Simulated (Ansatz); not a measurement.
# B3As: the cost of one run

Method: DFT PBE, scalar-relativistic, plane waves, PAW, in Ansatz 0.2.0.

### Step 1. The system as given

It takes space group Cm (No. 8, monoclinic). The conventional cell has a = 9.386 Å, b = 3.538 Å, c = 6.335 Å, α = 90.00°, β = 112.85°, γ = 90.00°. B (site symmetry 1) has 3 B at 1.73 to 1.81 Å as nearest neighbours. B (site symmetry 1) has 3 B at 1.74 to 1.78 Å as nearest neighbours. B (site symmetry m) is surrounded by 3 B at 1.66 to 1.74 Å. As (site symmetry m) has 5 B at 2.05 to 2.14 Å as nearest neighbours. As (site symmetry m) is surrounded by 5 B at 2.02 to 2.14 Å.

Structure file:

```cif
data_structure
_symmetry_space_group_name_H-M 'Cm'
_symmetry_Int_Tables_number 8
_cell_length_a 9.3856
_cell_length_b 3.5379
_cell_length_c 6.3348
_cell_angle_alpha 90.000
_cell_angle_beta 112.853
_cell_angle_gamma 90.000
_cell_volume 193.84
loop_
_atom_site_label
_atom_site_type_symbol
_atom_site_symmetry_multiplicity
_atom_site_Wyckoff_symbol
_atom_site_fract_x
_atom_site_fract_y
_atom_site_fract_z
_atom_site_occupancy
B1 B 4 b 0.56538 0.74394 0.24372 1
B2 B 4 b 0.53470 0.75102 0.76301 1
B3 B 2 a 0.90445 0.00000 0.05860 1
B4 B 2 a 0.88187 0.00000 0.78609 1
As1 As 2 a 0.65349 0.00000 0.56873 1
As2 As 2 a 0.69291 0.00000 0.07286 1
```

The cell was relaxed beforehand at this level, from an invented guess; it needn't be the stable form of this composition. At a tolerance of 0.05 Å it has space group Cm (No. 8); it has 12.11 Å³/atom, an uncorrected energy of +0.62 eV/atom over the elements.

### Step 2. Static run: bands, density of states and charges

Input file input.yaml:

```yaml
crystal:
  lattice:
    - [4.6927843529, -1.7689707765, -0.0040490022]
    - [4.6927843529, 1.7689707765, -0.0040490022]
    - [-2.4552085792, 0.0, 5.8396726897]
  atoms:
    - { symbol: B, position: [0.821444023, 0.3093158187, 0.2437219867] }
    - { symbol: B, position: [0.7836766689, 0.2857172598, 0.7630096416] }
    - { symbol: B, position: [0.9044515732, 0.9044515732, 0.0586015514] }
    - { symbol: B, position: [0.8818663568, 0.8818663568, 0.7860918097] }
    - { symbol: B, position: [0.3093158187, 0.821444023, 0.2437219867] }
    - { symbol: B, position: [0.2857172598, 0.7836766689, 0.7630096416] }
    - { symbol: As, position: [0.6534888999, 0.6534888999, 0.5687332207] }
    - { symbol: As, position: [0.6929080545, 0.6929080545, 0.0728619402] }
basis:
  ecutwfc: 420
kpoints:
  mp_grid: { grid: [12, 12, 6] }
  band_path:
    path:
      - [[0.0, 0.0, 0.0], [-0.29183363, 0.29183363, 0.0]]
      - [[-0.70816637, -0.29183363, 0.0], [-0.5, -0.5, 0.0], [0.0, 0.0, 0.0], [-0.5, -0.5, 0.5], [-0.73223756, -0.26776244, 0.5]]
      - [[-0.26776244, 0.26776244, 0.5], [0.0, 0.0, 0.5], [0.0, 0.0, 0.0]]
      - [[-0.5, 0.0, 0.5], [0.0, 0.0, 0.0], [-0.5, 0.0, 0.0]]
    npoints: 14
hamiltonian:
  xc: pbe
scf:
  occupations: { method: gaussian, width: 0.1 }
  n_extra_bands: 20
output:
  forces: true
  stress: true
  eigenvalues: true
  populations: true
  dos: { projected: true, de: 0.02, nscf_kmesh: { grid: [15, 15, 8] } }
  bader: true
  write_density: true
  write_potential: true
  elf: true
  volumetric_format: npy
```

The run is started by

```sh
$ ansatz run input.yaml --threads 1 --pin off --max-ram 2560MiB --backend cpu --events-out ev --progress --plain --runs-dir out
```

Q: Estimate wall time and peak memory on 1 thread of Intel Xeon Platinum 8488C (Sapphire Rapids), shared host.

About 5.9 min, with a peak of 1.4 GiB.
